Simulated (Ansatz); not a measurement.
**ZrB2: further runs on the relaxed cell**

The task here is to estimate one member of a computed series from the others.

Method: DFT PBE, scalar-relativistic, plane waves, PAW, in Ansatz 0.2.0.

**The structure to begin with**

Symmetry: P6/mmm, No. 191, hexagonal system. The conventional cell has a = 3.171 Å, b = 3.171 Å, c = 3.542 Å, α = 90.00°, β = 90.00°, γ = 120.00°. Zr (site symmetry 6/mmm) is surrounded by 12 B at 2.55 Å. Around B (site symmetry -6m2) lie 3 B at 1.83 Å and 6 Zr at 2.55 Å.

As a file:

```
Zr B
1.0
     3.17117    0.00000    0.00000
    -1.58558    2.74631    0.00000
     0.00000    0.00000    3.54230
Zr B
1 2
Direct
  0.00000 0.00000 0.00000
  0.33333 0.66667 0.50000
  0.66667 0.33333 0.50000
```

It is the result of an earlier relaxation at this level (volume 10.28 Å³/atom; gap on the mesh: none (metal)).

The first run:

input.yaml reads:

```yaml
crystal:
  lattice:
    - [3.1391318078, 0.0, 0.0]
    - [-1.5695659039, 2.7185678913, 0.0]
    - [0.0, 0.0, 3.5065143413]
  atoms:
    - { symbol: Zr, position: [0.0, 0.0, 0.0] }
    - { symbol: B, position: [0.3333333333, 0.6666666667, 0.5] }
    - { symbol: B, position: [0.6666666667, 0.3333333333, 0.5] }
basis:
  ecutwfc: 420
kpoints:
  mp_grid: { grid: [15, 15, 12] }
hamiltonian:
  xc: pbe
scf:
  occupations: { method: gaussian, width: 0.1 }
output:
  forces: true
  stress: true
  eigenvalues: true
relax:
  adjacent_minimum: "off"
  f_tol: 0.01
  max_steps: 30
  cell: { stress_tol: 0.1, fix: [volume] }
```

Command:

```bash
$ ansatz run input.yaml --threads 1 --pin off --max-ram 2560MiB --backend cpu --events-out ev --progress --plain --runs-dir out
```

Steps of the session up to this table: Volume × 0.97; Point at V/V0 = 1.03; Point at V/V0 = 0.94; Point at V/V0 = 1.06; Point at V/V0 = 0.91; The cell scaled to 1.10 of its volume; Point at V/V0 = 0.88.

One of the session's tables, all rows but one given; the rest of the session is left out.

It belongs to the step «Equation of state». 

| volume (Å³/atom) | energy above the lowest point (meV/atom) | pressure (GPa) |
| --- | --- | --- |
| 9.049 | 135.3 | 39.05 |
| 9.358 | 72.1 | 26.98 |
| 9.666 | ? | ? |
| 9.975 | 7.2 | 7.68 |
| 10.283 | 0.0 | -0.02 |
| 10.592 | 6.6 | -6.65 |
| 10.900 | 25.0 | -12.36 |
| 11.312 | 65.3 | -18.77 |

**Question.** Estimate the row for volume (Å³/atom) = 9.666.

Worked estimate for «energy above the lowest point (meV/atom)». A straight line through the neighbours (9.358, 72.1) and (9.975, 7.2) gives 72.1 + (7.2 − 72.1) × (9.666 − 9.358) / (9.975 − 9.358) = 39.7; a parabola fitted to 4 rows on both sides gives 30.4.

**Answer.** energy above the lowest point (meV/atom): 30.4; pressure (GPa): 16.61. In «energy above the lowest point (meV/atom)» the line misses by +9.3 and the parabola by 0.0.
